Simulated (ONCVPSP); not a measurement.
# Zinc: generating and testing an ONCV potential

Task: generate the file, and judge it by its errors in other configurations, its logarithmic derivatives, its ghosts and its cutoff.

The numbers are computed with ONCVPSP 4.0.1 (PBEsol, scalar-relativistic, spin-unpolarised reference atom).

## Step 1: The design

Typed settings, in words:

```
element                 : zinc (Zn, Z = 30)
type                    : optimised norm-conserving Vanderbilt (ONCV)
frozen core             : [Ne] 3s2
valence charge          : 18
reference configuration : 3p6 3d10 4s2
partial waves           : 4s: rc 2.25 bohr, ncon 4, nbas 7, qcut 3.7 1/bohr, 1 projector; 3p: rc 0.95 bohr, ncon 4, nbas 8, qcut 13.6 1/bohr, 1 projector; 3d: rc 1.10 bohr, ncon 3, nbas 8, qcut 12.2 1/bohr, 2 projectors, debl 0.7 Ha; f scattering state at 0.09 Ha: rc 2.35 bohr, ncon 3, nbas 7, qcut 4 1/bohr, 2 projectors, debl 4 Ha
local potential         : polynomial inside 0.70 bohr (lpopt 5, dvloc0 0 Ha)
core correction         : Teter function, fcfact 3, rcfact 1.3
```

An earlier all-electron run gives the scale for the radii.

All-electron outer shells of the reference configuration (PBEsol, scalar-relativistic, ld1.x):

```json
{"shell": "3s", "level (eV)": "-128.92", "outermost node (bohr)": "0.28", "outermost maximum (bohr)": "0.59"}
{"shell": "3p", "level (eV)": "-83.26", "outermost node (bohr)": "0.25", "outermost maximum (bohr)": "0.59"}
{"shell": "3d", "level (eV)": "-10.17", "outermost node (bohr)": "–", "outermost maximum (bohr)": "0.56"}
{"shell": "4s", "level (eV)": "-6.00", "outermost node (bohr)": "0.85", "outermost maximum (bohr)": "2.09"}
{"shell": "4p", "level (eV)": "-1.07", "outermost node (bohr)": "0.92", "outermost maximum (bohr)": "3.04"}
```

## Step 2: Generating the potential

Zn.dat

```
# ATOM AND REFERENCE CONFIGURATION
# atsym  z   nc   nv     iexc    psfile
  Zn 30.00    4    3  -116133      upf
#
#   n    l    f
    1    0    2.00
    2    0    2.00
    2    1    6.00
    3    0    2.00
    3    1    6.00
    3    2   10.00
    4    0    2.00
#
# PSEUDOPOTENTIAL AND OPTIMIZATION
# lmax
    3
#
#   l,   rc,      ep,       ncon, nbas, qcut
    0    2.25    0.00    4    7    3.70
    1    0.95    0.00    4    8   13.60
    2    1.10    0.00    3    8   12.20
    3    2.35    0.09    3    7    4.00
#
# LOCAL POTENTIAL
# lloc, lpopt,  rc(5),   dvloc0
    4    5    0.70    0.00
#
# VANDERBILT-KLEINMAN-BYLANDER PROJECTORs
# l, nproj, debl
    0    1    1.30
    1    1    3.80
    2    2    0.70
    3    2    4.00
#
# MODEL CORE CHARGE
# icmod, fcfact, rcfact
    3    3.00    1.30
#
# LOG DERIVATIVE ANALYSIS
# epsh1, epsh2, depsh
   -5.00    5.00    0.04
#
# OUTPUT GRID
# rlmax, drl
    6.00    0.01
#
# TEST CONFIGURATIONS
# ncnf
    4
# nvcnf
#   n    l    f
    3
    3    1    6.00
    3    2   10.00
    4    0    1.00
#
    3
    3    1    6.00
    3    2   10.00
    4    0    0.00
#
    3
    3    1    6.00
    3    2    9.00
    4    0    0.00
#
    3
    3    1    6.00
    3    2    9.00
    4    0    2.00
#
```

Command:

```console
$ oncvpsp.x < Zn.dat > Zn.out
```

Q: Predict the outcome of this session. Wanted: cutoffs for 1 and 0.1 mHa per electron, occupied waves; bound ghosts; GHOST(+) flags; largest test error; largest phase difference near zero energy, channels read; rms error of d²Exc/dn², without and with the model core.

As calculated:

| quantity | value |
| --- | --- |
| cutoffs for 1 and 0.1 mHa per electron, occupied waves | 66 Ha and 75 Ha |
| bound ghosts | s at -321.23 eV |
| GHOST(+) flags | none at low energy (1 near or above the test basis's cutoff) |
| largest test error (AE − PS) | -36 meV, for 3p6 3d10 4s0 |
| largest phase difference near zero energy, channels read | 0.005 rad |
| rms error of d²Exc/dn², without and with the model core | 3.62 and 2.63 mHa |

A bound ghost (s) makes it unfit for use: electrons can fall into a state that the atom doesn't have. By total energies transferability is fair: the largest error is 36 meV on 28.2 eV, for 3p6 3d10 4s0. It counts as very hard, with 66 Ha needed at the looser tolerance. At the looser tolerance the 3d wave is the slowest; 3p needs 50 Ha. Near zero energy the phases of the channels with partial waves agree within 0.005 rad. These are tests on the free atom; a crystal test is still owed.
